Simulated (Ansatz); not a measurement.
**GaH7SSi2: up Jacob's ladder to CCSD(T)**

The task here is to estimate one member of a computed series from the others.

Program: Ansatz 0.2.0, Gaussian basis. Level of theory: functionals in def2-TZVPP, the program's frozen cores in correlated methods. These are calculated values, not measurements.

The runs, in order: LDA (SPW92), PBE-D4, revPBE-D4, BLYP-D4, r2SCAN-D4, B97M-V, PBE0-D4, B3LYP-D4, r2SCANh-D4, r2SCAN0-D4, HSE06-D4, BHLYP-D4, CAM-B3LYP-D4, LC-ωPBE, ωB97X-V, ωB97M-V, B2PLYP, PBE-QIDH; CCSD(T)/def2-SVP; CCSD(T)/def2-TZVPP; MP2/def2-QZVPP; extrapolation to the limit; RPA on PBE.

### Structure used throughout

An earlier PBE0-D4 in a triple-zeta def2 set relaxation fixed the geometry.

SMILES `[SiH3][S][GaH][SiH3]`, 11 atoms, charge 0, spin multiplicity 1.

Atoms are counted from 1 here; the program's logs count them from 0.

Bond lengths: Si1–S2 2.138 Å, Si1–H5 1.485 Å, Si1–H6 1.485 Å, Si1–H7 1.485 Å, S2–Ga3 2.211 Å, Ga3–Si4 2.403 Å, Ga3–H8 1.570 Å, Si4–H9 1.489 Å, Si4–H10 1.489 Å, Si4–H11 1.486 Å. Angles: S2–Si1–H5 107.1°, S2–Si1–H6 111.2°, S2–Si1–H7 111.2°, H5–Si1–H6 109.3°, H5–Si1–H7 109.3°, H6–Si1–H7 108.8°, Si1–S2–Ga3 99.0°, S2–Ga3–Si4 116.2°, S2–Ga3–H8 115.5°, Si4–Ga3–H8 128.3°, Ga3–Si4–H9 109.9°, Ga3–Si4–H10 109.9°, Ga3–Si4–H11 111.4°, H9–Si4–H10 107.9°, H9–Si4–H11 108.8°, H10–Si4–H11 108.8°.

The first run:

in.yaml reads:

```yaml
crystal:
  periodic: [false, false, false]
  atoms:
    - {symbol: Si, position_ang: [0.274349, 2.442385, -1.242150]}
    - {symbol: S, position_ang: [-1.095362, 1.088969, -0.313400]}
    - {symbol: Ga, position_ang: [0.315442, -0.537142, 0.189913]}
    - {symbol: Si, position_ang: [-0.620176, -2.443081, 1.315701]}
    - {symbol: H, position_ang: [-0.504513, 3.635481, -1.658954]}
    - {symbol: H, position_ang: [1.340733, 2.859430, -0.296394]}
    - {symbol: H, position_ang: [0.908216, 1.828963, -2.436834]}
    - {symbol: H, position_ang: [1.806509, -0.292819, -0.236208]}
    - {symbol: H, position_ang: [0.048724, -2.631585, 2.632770]}
    - {symbol: H, position_ang: [-0.393746, -3.672603, 0.506758]}
    - {symbol: H, position_ang: [-2.080176, -2.278007, 1.538797]}
basis:
  gaussian: {orbitals: def2-TZVPP}
hamiltonian: {xc: lda}
output: {orbitals: {seedname: orbitals}}
```

On the command line:

```bash
$ ansatz run in.yaml --threads 4 --pin off --events-out ev --progress --plain --max-ram 10444MiB
```

Among the steps run: LDA; PBE-D4 (GGA); revPBE-D4 (GGA); BLYP-D4 (GGA); r2SCAN-D4 (meta-GGA); B97M-V (meta-GGA); PBE0-D4 (hybrid); B3LYP-D4 (hybrid); r2SCANh-D4 (hybrid); r2SCAN0-D4 (hybrid); HSE06-D4 (hybrid); BHLYP-D4 (hybrid); CAM-B3LYP-D4 (range-separated); LC-ωPBE (range-separated); ωB97X-V (range-separated); ωB97M-V (range-separated); B2PLYP (double hybrid); PBE-QIDH (double hybrid).

One of the session's tables, all rows but one given; the rest of the session is left out.

It belongs to the step «Orbital energies across the functionals». 

| functional | HOMO (eV) | LUMO (eV) | gap (eV) |
| --- | --- | --- | --- |
| LDA (SPW92) | -6.62 | -2.97 | 3.65 |
| PBE-D4 | -6.51 | -2.74 | 3.77 |
| revPBE-D4 | -6.46 | -2.63 | 3.83 |
| BLYP-D4 | -6.34 | -2.62 | 3.72 |
| r2SCAN-D4 | -6.78 | -2.58 | 4.20 |
| B97M-V | -6.91 | -2.76 | 4.15 |
| PBE0-D4 | -7.63 | -1.99 | 5.64 |
| B3LYP-D4 | -7.39 | -2.20 | 5.19 |
| r2SCANh-D4 | -7.19 | -2.31 | 4.88 |
| r2SCAN0-D4 | -7.82 | -1.91 | 5.90 |
| HSE06-D4 | -7.24 | -2.36 | 4.88 |
| BHLYP-D4 | -8.61 | -1.20 | 7.41 |
| CAM-B3LYP-D4 | -8.88 | -1.05 | 7.83 |
| LC-ωPBE | ? | ? | ? |
| ωB97X-V | -9.91 | -0.09 | 9.82 |
| ωB97M-V | -9.76 | -0.28 | 9.48 |

Estimate the missing values for LC-ωPBE.

The run gave: HOMO (eV): -10.24; LUMO (eV): 0.04; gap (eV): 10.28. In the column «HOMO (eV)» it is the lowest.
